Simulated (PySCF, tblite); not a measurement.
# C3H10GeSSi2: geometry, infrared bands and NMR shifts

Wanted: the infrared bands and NMR shifts of C3H10GeSSi2 (`C#C[Si@@H](SC)[GeH2][SiH3]`), by calculation.

Computed with tblite 0.8.0 and PySCF 2.14.0, with density-fitted response routines of our own, on a single molecule in the gas phase. Atoms count from 0, in the outputs and in this text.

## (1) Starting geometry

17 atoms, charge 0, multiplicity 1; geometry from: force field or distance geometry start.

Bonds of the start (Å): C0–C1 1.21, C1–Si2 1.85, Si2–S3 2.12, S3–C4 1.83, Si2–Ge5 2.28, Ge5–Si6 2.30, C0–H7 1.06, Si2–H8 1.47, C4–H9 1.11, C4–H10 1.12, C4–H11 1.10, Ge5–H12 1.57, Ge5–H13 1.53, Si6–H14 1.48, Si6–H15 1.48, Si6–H16 1.48.

## (2) Optimising the geometry with GFN2-xTB

What the job is given:

```
{"job": {"kind": "relax", "xc": "GFN2-xTB", "basis": "xTB"}, "charge": 0, "multiplicity": 1}
C      0.077200     3.166400    -1.139800
C     -0.117200     2.176400    -0.480100
Si    -0.363000     0.653700     0.533200
S     -1.550500    -0.711200    -0.568000
C     -3.281200    -0.746600     0.013200
Ge     1.683300    -0.125800     1.171700
Si     2.604100    -1.677500    -0.253600
H      0.249700     4.037300    -1.716200
H     -1.103700     1.012800     1.752100
H     -3.517600     0.169600     0.597200
H     -4.005600    -0.755700    -0.840500
H     -3.463600    -1.629900     0.639000
H      2.629500     1.129300     1.186300
H      1.653400    -0.650800     2.610200
H      2.062900    -1.595300    -1.624600
H      2.376200    -3.024000     0.310000
H      4.059100    -1.416800    -0.251500
```

The run is started by

```console
> OMP_NUM_THREADS=1 python probes_run.py task.json out
```

One launch serves the whole session: the jobs run in the order shown.

**Question.** This job is followed by: GFN2-xTB harmonic vibrations, gas phase; GIAO PBE0/pcSseg-1 NMR shielding, non-relativistic, gas phase. What will the session give for the following? strongest single infrared mode (GFN2-xTB); zero-point energy (GFN2-xTB); 13C shifts against TMS (PBE0/pcSseg-1); 1H shifts against TMS (PBE0/pcSseg-1, means over atoms taken as alike); 29Si shifts against TMS (PBE0/pcSseg-1); 33S shifts against CS2 (PBE0/pcSseg-1); 73Ge shifts against GeMe4 (PBE0/pcSseg-1).

**Answer**, as computed:

```
                                                              quantity                                   value
                             strongest single infrared mode (GFN2-xTB)                    596 cm⁻¹, 685 km/mol
                                          zero-point energy (GFN2-xTB)                           65.3 kcal/mol
                                13C shifts against TMS (PBE0/pcSseg-1)                   105.6, 88.8, 16.9 ppm
1H shifts against TMS (PBE0/pcSseg-1, means over atoms taken as alike)  5.23, 3.77, 3.29, 3.25, 2.25, 2.17 ppm
                               29Si shifts against TMS (PBE0/pcSseg-1)                       -35.2, -108.9 ppm
                                33S shifts against CS2 (PBE0/pcSseg-1)                                -182 ppm
                             73Ge shifts against GeMe4 (PBE0/pcSseg-1)                                -414 ppm
```

In words: The optimisation took 151 steps and gained 0.445 eV; among the close pairs (by a distance rule), Si2–Ge5 changed most, from 2.281 to 2.343 Å. All 45 modes are real, so the xTB geometry is a minimum. The strongest single mode, at 596 cm⁻¹, moves mainly H8. GFN2-xTB is a fitted tight-binding method: band positions and strengths are rough. Its intensities can rank the bands wrongly. At PBE0/pcSseg-1: The largest span, 293 ppm, is at C1, where the paramagnetic term is -165 ppm. Spin-orbit coupling is left out, which matters for shieldings and couplings at and beside the heavy atoms.
